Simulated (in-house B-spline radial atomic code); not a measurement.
**Ho¹⁹⁺: a two-valence-electron spectrum**

Which levels has Ho¹⁹⁺, how pure are their terms, and how much do the corrections beyond plain CI move them?

The numbers are computed with an in-house B-spline radial atomic code, version 1 (configuration interaction of two valence electrons in the frozen-core Dirac-Hartree-Fock potential, then with screened core-valence correlation, Breit and QED (CI+MBPT), no-pair Dirac, B-spline basis), except any that are marked as measured or tabulated.

## (1) The atom as given

* element: holmium (Z = 67)
* charge: +19
* core: [Kr] 4d10
* nucleus: mass number 165, rms radius 5.202 fm

## (2) The run, and its levels

Input settings, with the grid that the program derived:

```ini
basis_form = 3
Z = 67
core_configuration = [Kr] 4d10
rms_radius = 5.2022
mass_number = 165
speed_of_light = 137.035999084
box_radius = 4.286
lmax = 6
intervals = 58
virtual_cutoff = 8978.0
```

Started as:

```
$ python run_mb.py task.json out
```

The settings stand in task.json.

After this run come: Transitions.

What does the calculation give? Wanted: ground level; ionisation energy; first excited level; strongest line from the ground level; largest CI block.

The runs gave:

| quantity | value |
| --- | --- |
| ground level | 4f2 3H4 |
| ionisation energy | 476.09 eV (plain CI 469.74 eV) |
| first excited level | 4f2 3H5 at 1.36 eV |
| strongest line from the ground level | 4f5s 1F°3, 26.89 nm, gf = 4.18e-06 |
| largest CI block | 2746 |
| tabulated theoretical ionisation energy | 475.00 ± 24 eV (NIST Atomic Spectra Database, ionization energies) |

In words: The ground level is 4f2 3H4; the corrections beyond plain CI change the ionisation energy by +6.4 eV, to 476.09 eV. The lowest 12 levels have a mean term purity of 0.86, so spin-orbit coupling mixes the terms. The tabulated theoretical ionisation energy is 475.00 ± 24 eV, so the final value is off by +0.23 %, within the tabulated uncertainty.
